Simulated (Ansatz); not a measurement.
# C5F5N: the cost of one run

Program: the Python package of Ansatz 0.2.0. Level of theory: PBE0+D4/cc-pVDZ. These are calculated values, not measurements.

**1. Starting point**

Bond lengths: F1–C2 1.341 Å, C2–N3 1.352 Å, N3–C4 1.352 Å, C4–F5 1.341 Å, C4–C6 1.384 Å, C6–F7 1.339 Å, C6–C8 1.383 Å, C8–F9 1.340 Å, C2–C10 1.384 Å, C8–C10 1.383 Å, C10–F11 1.339 Å. Angles (14 of 16 angles, heavy atoms first): F1–C2–N3 117.1°, F1–C2–C10 118.9°, N3–C2–C10 124.0°, C2–N3–C4 116.1°, N3–C4–F5 117.1°, N3–C4–C6 124.0°, F5–C4–C6 118.9°, C4–C6–F7 121.2°, C4–C6–C8 118.0°, F7–C6–C8 120.8°, C6–C8–F9 120.0°, C6–C8–C10 119.9°, F9–C8–C10 120.0°, C2–C10–C8 118.0°.

The script holds or builds the structure itself.

**2. The script**

run_freq.py

```python
import itertools

import ansatz as az
from ase.data import atomic_numbers, covalent_radii
import numpy as np

BASIS = "cc-pVDZ"
XC = "pbe0"
VDW = "d4"

geometry_ang = [
    ("F", (2.3876, -1.4836, 0.0133)),
    ("C", (1.1998, -0.8619, 0.013)),
    ("N", (0.0962, -1.6402, 0.0862)),
    ("C", (-1.091, -0.9926, 0.0844)),
    ("F", (-2.1981, -1.7451, 0.1563)),
    ("C", (-1.2215, 0.383, 0.0136)),
    ("F", (-2.4271, 0.9665, 0.0158)),
    ("C", (-0.067, 1.1412, -0.0599)),
    ("F", (-0.1454, 2.4775, -0.1301)),
    ("C", (1.1686, 0.5193, -0.061)),
    ("F", (2.2979, 1.236, -0.1315)),
]
geometry = az.Crystal.molecule()
for symbol, xyz in geometry_ang:
    geometry = geometry.atom(symbol, xyz)

model = (
    geometry.calculation()
    .basis(gaussian=BASIS)
    .functional(XC, dispersion=VDW)
)
symbols = [site.symbol for site in geometry.cartesian_sites]
start = np.array([site.position_ang for site in geometry.cartesian_sites], dtype=float)
report = model.relax(force_tolerance=0.003).run(threads=1, pin="off").report
end = np.array(report["positions_ang"])

radius = [covalent_radii[atomic_numbers[s]] for s in symbols]
span = lambda where, i, j: np.linalg.norm(where[i] - where[j])
bonded = [(i, j) for i, j in itertools.combinations(range(len(symbols)), 2) if min(span(start, i, j), span(end, i, j)) < 1.2 * (radius[i] + radius[j])]
print("pair        before    after (A)")
for i, j in bonded:
    print(f"{symbols[i]}{i}-{symbols[j]}{j}".ljust(10), f"{span(start, i, j):8.4f} {span(end, i, j):8.4f}")

minimum = az.Crystal.molecule()
for symbol, place in zip(symbols, end):
    minimum = minimum.atom(symbol, place.tolist())
vibrating = (
    minimum.calculation()
    .basis(gaussian=BASIS)
    .functional(XC, dispersion=VDW)
    .phonons(temperatures=(298.15, 498.15, 100))
)
vib = vibrating.run(threads=1, pin="off").report["vibrations"]
sums = vib["harmonic_sums"]
modes = [m["omega_inv_cm"] for m in sums["modes_at_gamma"] if m["rigid_motion"] == "no"]
for number, w in enumerate(modes, start=1):
    print(f"mode {number:2d} {w:9.1f} 1/cm {w / 8065.544 * 1000:8.2f} meV")
print("imaginary modes:", sum(w < 0 for w in modes), " zero-point energy:", round(sums["zero_point_energy_ev"], 4), "eV")
print("T (K)   F_vib (eV)   S_vib (meV/K)   C_vib (meV/K)")
for row in zip(sums["temperatures_k"], sums["vibrational_free_energy_ev"], vib["entropy_ev_per_k"], vib["heat_capacity_ev_per_k"]):
    print(f"{row[0]:6.1f} {row[1]:11.4f} {1000 * row[2]:13.4f} {1000 * row[3]:15.4f}")
```

**3. Launch**

The run is started by

```sh
$ python run_freq.py
```

**Question.** How long does this script take on 1 thread of Intel Xeon 6975P-C (Granite Rapids), shared host, and how much memory does it need?

About 6.3 min, with a peak of 0.55 GiB.
